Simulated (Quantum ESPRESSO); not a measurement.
The system is TiSn.

```
CELL_PARAMETERS angstrom
0.00000 2.80055 2.80055
2.80055 0.00000 2.80055
2.80055 2.80055 0.00000
ATOMIC_POSITIONS crystal
Ti 0.00000 0.00000 0.00000
Sn 0.50000 0.50000 0.50000
```

The cell was built by a generator and needn't be a form met in nature.

* Program: Quantum ESPRESSO 7.5
* Task: phonons
* Functional: PBE
* Potentials or basis: GBRV 1.5 PBE
* Cutoff: 925 eV
* Density cutoff: 7401 eV
* k mesh: 7 × 7 × 7
* Occupations: cold, width 0.2 eV
* Spin: no spin polarisation
* Mixing beta: 0.5
* Most SCF iterations: 120
* SCF threshold: 4e-10 Ry

The cell and the atoms were relaxed first, to 21.90 Å³/atom (a = 3.957 Å, b = 3.957 Å, c = 3.957 Å, α = 60.00°, β = 60.00°, γ = 60.00°), and the response was taken there.

What is the highest optical frequency at the zone centre?

240 cm⁻¹, a mode of symmetry T1u (IR).

Optical modes at Γ, degenerate ones joined:
| cm⁻¹ | components | symmetry | active in |
| --- | --- | --- | --- |
| 240 | 3 | T1u | IR |

Caveat: the mesh is thin for the phonons of a metal.
